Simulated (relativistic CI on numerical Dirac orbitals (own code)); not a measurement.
# Br²⁺: one ion under different settings

How much do the settings matter for Br²⁺? One ion, several inputs.

The numbers are computed with relativistic CI on numerical Dirac orbitals (own code) version 3 (Dirac-Coulomb-Breit CI, KLI orbitals optimised for each configuration, model QED (radiative potential, 1s self-energy scaled to tabulated hydrogen-like ionisation energies), numerical settings as typed), except any that are marked as measured or tabulated.

### 1 What is computed

| Property | Result |
| --- | --- |
| ion | Br²⁺ (Br III) |
| nuclear charge | 35 |
| electrons | 33 |
| isotope | A = 79 |

### 2 An attempt

Settings of the run:

```ini
atom Br  Z=35  charge=2  electrons=33
nucleus A=79  rms_radius_fm=4.1629
hamiltonian dirac-coulomb  breit=on  qed=on  c_scale=1
orbitals kli  potential=per-configuration
slater_scale 1
correlation none
mixing on
grid step=0.6 r_max=49.7
scf mixing=0.4 start=green max_iterations=50 tolerance=2e-08 node_fill=0.05
configurations
  [Ar] 3d10 4s2 4p3
end
```

Command:

```console
python run_levels.py task.json out
```

One command runs all members of the session, one after another, from task.json.

Results of the run (chosen fields of its result record, rounded):

```text
{
  "status": "refused",
  "warnings": ["the grid has 30 points, outside 40 to 4096"]
}
```

Wall time 0.00029 s (1 thread, shared host).

What went wrong: the program refused the input. Step and end of the grid give a number of points outside the range that the program accepts. The input had grid step 0.6. The cure is to go back to a usual grid step.

### 3 The mended input

Settings: those of step 2 with these lines changed.

```diff
@@ -7,4 +7,4 @@
 mixing on
-grid step=0.6 r_max=49.7
-scf mixing=0.4 start=green max_iterations=50 tolerance=2e-08 node_fill=0.05
+grid step=0.0125 r_max=49.7
+scf mixing=0.4 start=green max_iterations=150 tolerance=2e-08 node_fill=0.05
 configurations
```

Main fields:

```text
{
  "status": "converged",
  "levels [i, E_cm, J2, conf, term, w_term, w_jj]": [
    [0, 0, 3, "4p3", "4S*", 0.9903, 0.5335],
    [1, 19495.534, 3, "4p3", "2D*", 0.9426, 0.458],
    [2, 20403.332, 5, "4p3", "2D*", 1, 1],
    [3, 33706.348, 1, "4p3", "2P*", 1, 1],
    [4, 35029.598, 3, "4p3", "2P*", 0.9348, 0.7261]
  ],
  "total_energy [Ha]": -2601.7157604,
  "n_levels_all": 5,
  "overlap": 2.72159e-12,
  "scf_iterations": [11],
  "orbital_energies [Ha]": {"1s": -489.823, "2s": -64.6642, "2p1/2": -58.3156, "2p3/2": -56.5744, "3s": -9.91539, "3p1/2": -7.70203, "3p3/2": -7.45202, "3d3/2": -3.6128, "3d5/2": -3.57306, "4s": -1.71973, "4p1/2": -1.24115, "4p3/2": -1.21839},
  "configurations [conf, odd, states, E_av_Ha, breit_Ha, qed_Ha]": [
    ["4p3", 1, 20, -2603.783428, 1.292, 0.8682]
  ],
  "scf_steps of the first configuration [iteration, E_Ha, residual, outer_eigenvalue_Ha]": [
    [1, -2590.639047, 2.16, -2.059],
    [2, -2602.504431, 0.681, -1.434],
    [3, -2603.73067, 0.102, -1.21],
    [4, -2603.774058, 0.0681, -1.232],
    [5, -2603.782647, 0.0115, -1.212],
    [6, -2603.783385, 0.000414, -1.219],
    [7, -2603.783458, 0.000768, -1.219],
    [8, -2603.783423, 7.61e-05, -1.218],
    [9, -2603.783427, 1.87e-05, -1.218],
    [10, -2603.783428, 1.09e-06, -1.218],
    [11, -2603.783428, 9.02e-09, -1.218]
  ]
}
```

Wall time 0.05 s (1 thread, shared host).

### 4 Tolerance 1e-06, start potential bare

Settings: those of step 3 with these lines changed.

```diff
@@ -8,3 +8,3 @@
 grid step=0.0125 r_max=49.7
-scf mixing=0.4 start=green max_iterations=150 tolerance=2e-08 node_fill=0.05
+scf mixing=0.4 start=bare max_iterations=150 tolerance=1e-06 node_fill=0.05
 configurations
```

Main fields:

```text
{
  "status": "converged",
  "levels [i, E_cm, J2, conf, term, w_term]": [
    [0, 0, 3, "4p3", "4S*", 0.9903],
    [1, 19495.534, 3, "4p3", "2D*", 0.9426],
    [2, 20403.332, 5, "4p3", "2D*", 1],
    [3, 33706.348, 1, "4p3", "2P*", 1],
    [4, 35029.598, 3, "4p3", "2P*", 0.9348]
  ],
  "total_energy [Ha]": -2601.7157604,
  "n_levels_all": 5,
  "overlap": 2.72196e-12,
  "scf_iterations": [16],
  "orbital_energies [Ha]": {"1s": -489.823, "2s": -64.6642, "2p1/2": -58.3156, "2p3/2": -56.5744, "3s": -9.91539, "3p1/2": -7.70203, "3p3/2": -7.45202, "3d3/2": -3.6128, "3d5/2": -3.57306, "4s": -1.71973, "4p1/2": -1.24115, "4p3/2": -1.21839},
  "configurations [conf, odd, states, E_av_Ha, breit_Ha, qed_Ha]": [
    ["4p3", 1, 20, -2603.783428, 1.292, 0.8682]
  ],
  "scf_steps of the first configuration [iteration, E_Ha, residual, outer_eigenvalue_Ha]": [
    [1, -2308.772157, 10.1, -38.48],
    [2, -2512.876748, 6.28, -18.66],
    [3, -2517.237493, 4.31, -1.301],
    [4, -2485.977461, 5.24, -1.098],
    [5, -2602.242305, 0.41, -0.6939],
    [6, -2602.286836, 0.589, -0.9279],
    [7, -2603.439052, 0.312, -1.092],
    [8, -2603.706471, 0.195, -1.219],
    [9, -2603.780373, 0.0581, -1.252],
    [10, -2603.782264, 0.0417, -1.245],
    [11, -2603.783162, 0.0062, -1.227],
    [12, -2603.783504, 0.00138, -1.219],
    [13, -2603.783441, 0.000298, -1.219],
    [14, -2603.783428, 6.9e-06, -1.218],
    [15, -2603.783427, 3.91e-06, -1.218],
    [16, -2603.783428, 1.58e-07, -1.218]
  ]
}
```

It took 0.066 s on 1 thread, shared host.

### 5 Start potential bare, tolerance 1e-05

Settings: those of step 4 with these lines changed.

```diff
@@ -8,3 +8,3 @@
 grid step=0.0125 r_max=49.7
-scf mixing=0.4 start=bare max_iterations=150 tolerance=1e-06 node_fill=0.05
+scf mixing=0.4 start=bare max_iterations=150 tolerance=1e-05 node_fill=0.05
 configurations
```

Main fields:

```text
{
  "status": "converged",
  "levels [i, E_cm, J2, conf, term, w_term]": [
    [0, 0, 3, "4p3", "4S*", 0.9903],
    [1, 19495.556, 3, "4p3", "2D*", 0.9426],
    [2, 20403.349, 5, "4p3", "2D*", 1],
    [3, 33706.378, 1, "4p3", "2P*", 1],
    [4, 35029.622, 3, "4p3", "2P*", 0.9348]
  ],
  "total_energy [Ha]": -2601.7157607,
  "n_levels_all": 5,
  "overlap": 2.7233e-12,
  "scf_iterations": [14],
  "orbital_energies [Ha]": {"1s": -489.823, "2s": -64.6642, "2p1/2": -58.3156, "2p3/2": -56.5744, "3s": -9.9154, "3p1/2": -7.70204, "3p3/2": -7.45203, "3d3/2": -3.61281, "3d5/2": -3.57307, "4s": -1.71973, "4p1/2": -1.24115, "4p3/2": -1.21839},
  "configurations [conf, odd, states, E_av_Ha, breit_Ha, qed_Ha]": [
    ["4p3", 1, 20, -2603.783428, 1.292, 0.8682]
  ],
  "scf_steps of the first configuration [iteration, E_Ha, residual, outer_eigenvalue_Ha]": [
    [1, -2308.772157, 10.1, -38.48],
    [2, -2512.876748, 6.28, -18.66],
    [3, -2517.237493, 4.31, -1.301],
    [4, -2485.977461, 5.24, -1.098],
    [5, -2602.242305, 0.41, -0.6939],
    [6, -2602.286836, 0.589, -0.9279],
    [7, -2603.439052, 0.312, -1.092],
    [8, -2603.706471, 0.195, -1.219],
    [9, -2603.780373, 0.0581, -1.252],
    [10, -2603.782264, 0.0417, -1.245],
    [11, -2603.783162, 0.0062, -1.227],
    [12, -2603.783504, 0.00138, -1.219],
    [13, -2603.783441, 0.000298, -1.219],
    [14, -2603.783428, 6.9e-06, -1.218]
  ]
}
```

It took 0.073 s on 1 thread, shared host.

### 6 Breit term off, speed-of-light factor 0.8, Slater scale 0.5

Settings of the run:

```ini
atom Br  Z=35  charge=2  electrons=33
nucleus A=79  rms_radius_fm=4.1629
hamiltonian dirac-coulomb  breit=off  qed=on  c_scale=0.8
orbitals kli  potential=per-configuration
slater_scale 0.5
correlation none
mixing on
grid step=0.0125 r_max=49.7
scf mixing=0.4 start=green max_iterations=150 tolerance=2e-08 node_fill=0.05
configurations
  [Ar] 3d10 4s2 4p3
end
```

Main fields:

```text
{
  "status": "converged",
  "levels [i, E_cm, J2, conf, term, w_term]": [
    [0, 0, 3, "4p3", "4S*", 0.8765],
    [1, 9161.2457, 3, "4p3", "2D*", 0.7683],
    [2, 11818.045, 5, "4p3", "2D*", 1],
    [3, 18452.21, 1, "4p3", "2P*", 1],
    [4, 22988.284, 3, "4p3", "2P*", 0.7463]
  ],
  "total_energy [Ha]": -2622.1483653,
  "n_levels_all": 5,
  "overlap": 2.68138e-12,
  "scf_iterations": [11],
  "orbital_energies [Ha]": {"1s": -494.695, "2s": -65.7742, "2p1/2": -59.2763, "2p3/2": -56.495, "3s": -10.0991, "3p1/2": -7.84248, "3p3/2": -7.4417, "3d3/2": -3.59153, "3d5/2": -3.52978, "4s": -1.73887, "4p1/2": -1.25129, "4p3/2": -1.21492},
  "configurations [conf, odd, states, E_av_Ha, breit_Ha, qed_Ha]": [
    ["4p3", 1, 20, -2623.078706, 0, 0.9842]
  ],
  "scf_steps of the first configuration [iteration, E_Ha, residual, outer_eigenvalue_Ha]": [
    [1, -2609.201074, 2.2, -2.072],
    [2, -2621.727861, 0.691, -1.435],
    [3, -2623.019887, 0.108, -1.207],
    [4, -2623.06759, 0.0727, -1.229],
    [5, -2623.078005, 0.0105, -1.209],
    [6, -2623.078635, 0.000603, -1.216],
    [7, -2623.078733, 0.00068, -1.215],
    [8, -2623.078702, 8.33e-05, -1.215],
    [9, -2623.078705, 2.07e-05, -1.215],
    [10, -2623.078706, 1.28e-06, -1.215],
    [11, -2623.078706, 9.31e-09, -1.215]
  ]
}
```

Wall time 0.047 s (1 thread, shared host).

With a scaled speed of light this is not the real ion; the QED potentials keep the true α and change only through the orbitals.

### 7 End of the grid 74.55

Settings of the run:

```ini
atom Br  Z=35  charge=2  electrons=33
nucleus A=79  rms_radius_fm=4.1629
hamiltonian dirac-coulomb  breit=on  qed=on  c_scale=1
orbitals kli  potential=per-configuration
slater_scale 1
correlation none
mixing on
grid step=0.0125 r_max=74.55
scf mixing=0.4 start=green max_iterations=150 tolerance=2e-08 node_fill=0.05
configurations
  [Ar] 3d10 4s2 4p3
end
```

Main fields:

```text
{
  "status": "converged",
  "levels [i, E_cm, J2, conf, term, w_term]": [
    [0, 0, 3, "4p3", "4S*", 0.9903],
    [1, 19495.534, 3, "4p3", "2D*", 0.9426],
    [2, 20403.332, 5, "4p3", "2D*", 1],
    [3, 33706.348, 1, "4p3", "2P*", 1],
    [4, 35029.598, 3, "4p3", "2P*", 0.9348]
  ],
  "total_energy [Ha]": -2601.7157604,
  "n_levels_all": 5,
  "overlap": 2.72116e-12,
  "scf_iterations": [11],
  "orbital_energies [Ha]": {"1s": -489.823, "2s": -64.6642, "2p1/2": -58.3156, "2p3/2": -56.5744, "3s": -9.91539, "3p1/2": -7.70203, "3p3/2": -7.45202, "3d3/2": -3.6128, "3d5/2": -3.57306, "4s": -1.71973, "4p1/2": -1.24115, "4p3/2": -1.21839},
  "configurations [conf, odd, states, E_av_Ha, breit_Ha, qed_Ha]": [
    ["4p3", 1, 20, -2603.783428, 1.292, 0.8682]
  ],
  "scf_steps of the first configuration [iteration, E_Ha, residual, outer_eigenvalue_Ha]": [
    [1, -2590.639047, 2.16, -2.059],
    [2, -2602.504431, 0.681, -1.434],
    [3, -2603.73067, 0.102, -1.21],
    [4, -2603.774058, 0.0681, -1.232],
    [5, -2603.782647, 0.0115, -1.212],
    [6, -2603.783385, 0.000414, -1.219],
    [7, -2603.783458, 0.000768, -1.219],
    [8, -2603.783423, 7.61e-05, -1.218],
    [9, -2603.783427, 1.87e-05, -1.218],
    [10, -2603.783428, 1.09e-06, -1.218],
    [11, -2603.783428, 9.02e-09, -1.218]
  ]
}
```

Run time: 0.05 s. Hardware: 1 thread, shared host.

### 8 Tolerance 1e-14

Settings: those of step 7 with these lines changed.

```diff
@@ -7,4 +7,4 @@
 mixing on
-grid step=0.0125 r_max=74.55
-scf mixing=0.4 start=green max_iterations=150 tolerance=2e-08 node_fill=0.05
+grid step=0.0125 r_max=49.7
+scf mixing=0.4 start=green max_iterations=61 tolerance=1e-14 node_fill=0.05
 configurations
```

Main fields:

```text
{
  "status": "converged",
  "levels [i, E_cm, J2, conf, term, w_term]": [
    [0, 0, 3, "4p3", "4S*", 0.9903],
    [1, 19495.534, 3, "4p3", "2D*", 0.9426],
    [2, 20403.332, 5, "4p3", "2D*", 1],
    [3, 33706.348, 1, "4p3", "2P*", 1],
    [4, 35029.598, 3, "4p3", "2P*", 0.9348]
  ],
  "total_energy [Ha]": -2601.7157604,
  "n_levels_all": 5,
  "overlap": 2.72337e-12,
  "scf_iterations": [25],
  "orbital_energies [Ha]": {"1s": -489.823, "2s": -64.6642, "2p1/2": -58.3156, "2p3/2": -56.5744, "3s": -9.91539, "3p1/2": -7.70203, "3p3/2": -7.45202, "3d3/2": -3.6128, "3d5/2": -3.57306, "4s": -1.71973, "4p1/2": -1.24115, "4p3/2": -1.21839},
  "configurations [conf, odd, states, E_av_Ha, breit_Ha, qed_Ha]": [
    ["4p3", 1, 20, -2603.783428, 1.292, 0.8682]
  ],
  "scf_steps of the first configuration [iteration, E_Ha, residual, outer_eigenvalue_Ha]": [
    [1, -2590.639047, 2.16, -2.059],
    [2, -2602.504431, 0.681, -1.434],
    [3, -2603.73067, 0.102, -1.21],
    [4, -2603.774058, 0.0681, -1.232],
    [5, -2603.782647, 0.0115, -1.212],
    [6, -2603.783385, 0.000414, -1.219],
    [7, -2603.783458, 0.000768, -1.219],
    [8, -2603.783423, 7.61e-05, -1.218],
    [9, -2603.783427, 1.87e-05, -1.218],
    [10, -2603.783428, 1.09e-06, -1.218],
    ["...", "...", "...", "..."],
    [16, -2603.783428, 2.3e-12, -1.218],
    [17, -2603.783428, 2.52e-12, -1.218],
    [18, -2603.783428, 2.82e-13, -1.218],
    [19, -2603.783428, 1.34e-13, -1.218],
    [20, -2603.783428, 1.96e-13, -1.218],
    [21, -2603.783428, 1.31e-13, -1.218],
    [22, -2603.783428, 7.1e-14, -1.218],
    [23, -2603.783428, 1.18e-14, -1.218],
    [24, -2603.783428, 2.92e-14, -1.218],
    [25, -2603.783428, 4.29e-15, -1.218]
  ]
}
```

Wall time 0.064 s (1 thread, shared host).

The value lies outside the usual range, yet the result is unchanged in this case.

### 9 The runs side by side

| setting | total energy less usual (Ha) | largest shift of a level among the lowest eight of both runs, same label and place (cm⁻¹) | SCF iterations | time | lowest level | kind of change |
| --- | --- | --- | --- | --- | --- | --- |
| usual | 0 | 0 | 11 | 0.05 s | 4p3 4S°3/2 | - |
| tolerance 1e-06, start potential bare | 0 | 0 | 16 | 0.066 s | 4p3 4S°3/2 | numerical |
| start potential bare, tolerance 1e-05 | -2.73e-07 | 0.0296 | 14 | 0.073 s | 4p3 4S°3/2 | numerical |
| Breit term off, speed-of-light factor 0.8, Slater scale 0.5 | -20.4 | 15300 | 11 | 0.047 s | 4p3 4S°3/2 | unphysical constant |
| end of the grid 74.55 | 0 | 0 | 11 | 0.05 s | 4p3 4S°3/2 | numerical |
| tolerance 1e-14 | 0 | 0 | 25 | 0.064 s | 4p3 4S°3/2 | extreme, harmless here |

### 10 Results

| quantity | value |
| --- | --- |
| lowest level, usual settings | 4p3 4S°3/2 |
| total energy | -2601.7158 Ha |
| first excitation | 19495.5 cm⁻¹ |
| runs without a result | 1 |

In words: Among the runs whose levels can be followed, they move most under «Breit term off, speed-of-light factor 0.8, Slater scale 0.5» (unphysical constant), by up to 15300 cm⁻¹. No visible change in the result comes from «tolerance 1e-06, start potential bare» or «start potential bare, tolerance 1e-05» or «end of the grid 74.55». «Tolerance 1e-14» costs 25 SCF iterations against 11. Only the listed configurations are in the model. In a near-neutral ion this small CI can misplace whole configurations by 10,000 cm⁻¹ or more.
